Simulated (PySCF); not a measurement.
# C5H9ClO2 (3-chloropivalic acid): the cost of one run

Computed with PySCF 2.14.0 and routines of our own; the level stands in each step. Atoms count from 0.

## 1. The starting structure

17 atoms, charge 0, multiplicity 1; geometry from: GFN2-xTB.

## 2. Optimising the geometry at PBE0-D3(BJ)/def2-SVP

The job: settings as JSON, then the geometry in Å.

```
{"job": {"xc": "PBE0", "basis": "def2-SVP", "d3": "d3bj", "grid": 2, "kind": "geom"}, "charge": 0, "multiplicity": 1}
C     -0.253120    -1.494287     0.148287
C     -0.096953     0.026162     0.040767
C     -0.389359     0.496803    -1.387824
C     -1.000226     0.741190     1.048119
Cl    -2.715945     0.394258     0.751310
C      1.342473     0.389283     0.383339
O      1.682084     1.109357     1.283895
O      2.220406    -0.188420    -0.440399
H      0.420366    -1.988648    -0.546144
H     -0.026411    -1.831542     1.157740
H     -1.275565    -1.774167    -0.091221
H     -1.414240     0.249009    -1.651080
H     -0.258654     1.573985    -1.469337
H      0.283466     0.007749    -2.086686
H     -0.777002     0.417424     2.064524
H     -0.873613     1.821464     0.980582
H      3.125293     0.062410    -0.195785
```

Launch:

```bash
> OMP_NUM_THREADS=1 python excited_run.py task.json out
```

The driver reads the jobs from task.json and runs them one after another.

Q: Estimate the wall time and peak memory of this first job on 1 thread of Arm Neoverse V1, shared host.

About 65 s, with a peak of 0.76 GiB.
